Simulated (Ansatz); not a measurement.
This script makes an equation of state with a fit of Sn, space group I4_1/amd with Ansatz's Python interface.

`sn.py`
```python
"""Energy against volume for Sn, with a fit."""

from dataclasses import dataclass
import warnings

import ansatz as az
import numpy as np
from scipy.optimize import curve_fit


@dataclass
class RunConfig:
    xc: str = "pbe"
    smearing_width: float = 0.1
    cutoff_ev: int = 510
    kmesh: tuple[int, ...] = (10, 10, 10)


settings = RunConfig()

vectors0 = np.array([
    [-2.91964, 2.91964, 1.5938],
    [2.91964, -2.91964, 1.5938],
    [2.91964, 2.91964, -1.5938],
])
sites = [
    ("Sn", (0.0, 0.0, 0.0)),
    ("Sn", (0.75, 0.25, 0.5)),
]


def crystal_on(cell):
    crystal = az.Crystal(lattice=az.Lattice.of(cell))
    for symbol, position in sites:
        crystal = crystal.atom(symbol, position)
    return crystal

def vinet(v, e0, v0, b0, b1):
    eta = (v / v0) ** (1 / 3)
    return e0 + 2 * b0 * v0 / (b1 - 1) ** 2 * (2 - (5 + 3 * b1 * (eta - 1) - 3 * eta) * np.exp(-1.5 * (b1 - 1) * (eta - 1)))

warnings.simplefilter("ignore", az.DeckWarning)

# uniform scaling of the cell
volumes, energies = [], []
for scale in np.linspace(0.92, 1.08, 7):
    cell = vectors0 * scale ** (1 / 3)
    calculation = crystal_on(cell).calculation()
    calculation = calculation.functional(settings.xc)
    calculation = calculation.occupations(az.OccupationsMethod.COLD, width=settings.smearing_width)
    calculation = calculation.basis(settings.cutoff_ev)
    calculation = calculation.kpoints(*settings.kmesh)
    report = calculation.run(threads=1).report
    volumes.append(abs(np.linalg.det(cell)) / len(sites))
    energies.append(report["free_energy_ev"] / len(sites))
    print(f"V = {volumes[-1]:8.4f} A^3/atom  F = {energies[-1]:.5f} eV/atom")

guess = (min(energies), volumes[int(np.argmin(energies))], 0.5, 4.5)
(e0, v0, b0, b1), _ = curve_fit(vinet, np.array(volumes), np.array(energies), p0=guess, maxfev=20000)
print(f"Vinet fit: V0 = {v0:.4f} A^3/atom, B0 = {160.21766 * b0:.1f} GPa, B1 = {b1:.2f}")
print("largest residual", round(1000 * float(np.abs(vinet(np.array(volumes), e0, v0, b0, b1) - energies).max()), 3), "meV/atom")
```

From its runs, with one value withheld:

| V (Å³/atom) | F less the lowest row shown (meV/atom) |
| --- | --- |
| 24.998 | 77.67 |
| 25.723 | 45.56 |
| 26.447 | 22.98 |
| 27.172 | 8.59 |
| 27.897 | 1.26 |
| 28.621 | 0.00 |
| 29.346 | ? |

What is the missing energy at 29.346 Å³ an atom?

A third-order Birch-Murnaghan fit, E = E0 + (9 V0 B0 / 16) [(t - 1)³ B' + (t - 1)² (6 - 4t)] with t = (V0/V)^(2/3), through the 6 rows shown gives V0 = 28.419 Å³, B0 = 47.2 GPa, B' = 4.83 and E0 = -0.21 meV. At V = 29.346 Å³, t = 0.97884, and the fit extrapolates to 3.97 meV. The run gave 3.97 meV, a miss of 0.01 meV.

Shape and fractional positions are held along the curve, so the bulk modulus is an upper value where they are free to relax. Run time: 37 s on 1 thread of Intel(R) Xeon(R) Platinum 8259CL CPU @ 2.50GHz (Skylake/Cascade Lake) (shared host), peak memory 0.52 GiB.
